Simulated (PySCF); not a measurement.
# Cl4MoO ([MoOCl4]-): the cost of one run

Computed with PySCF 2.14.0 and routines of our own; the level stands in each step. Atoms count from 0.

## 1. The system as given

6 atoms, charge -1, states of the metal's open shell are computed; geometry from: model start, shaken.

## 2. Geometry optimisation at PBE0-D3(BJ)/def2-TZVP

What the job is given:

```
{"job": {"xc": "PBE0", "basis": "def2-TZVP", "d3": "d3bj", "grid": 1, "maxiter": 45, "kind": "geom"}, "charge": -1, "metal": "Mo", "open_shell": "d1"}
Mo     0.000020     0.004480    -0.004110
O     -0.013360    -0.006820     1.695130
Cl     2.226570     0.020100    -0.399830
Cl    -2.234970     0.007350    -0.387090
Cl     0.001580     2.211710    -0.392880
Cl     0.010430    -2.245830    -0.399310
```

On the command line:

```sh
$ OMP_NUM_THREADS=1 python lf_run.py task.json out
```

One launch serves the whole session: the jobs run in the order shown.

Q: Estimate the wall time and peak memory of this first job on 1 thread of Arm Neoverse V2, shared host.

About 6 min, with a peak of 1 GiB.
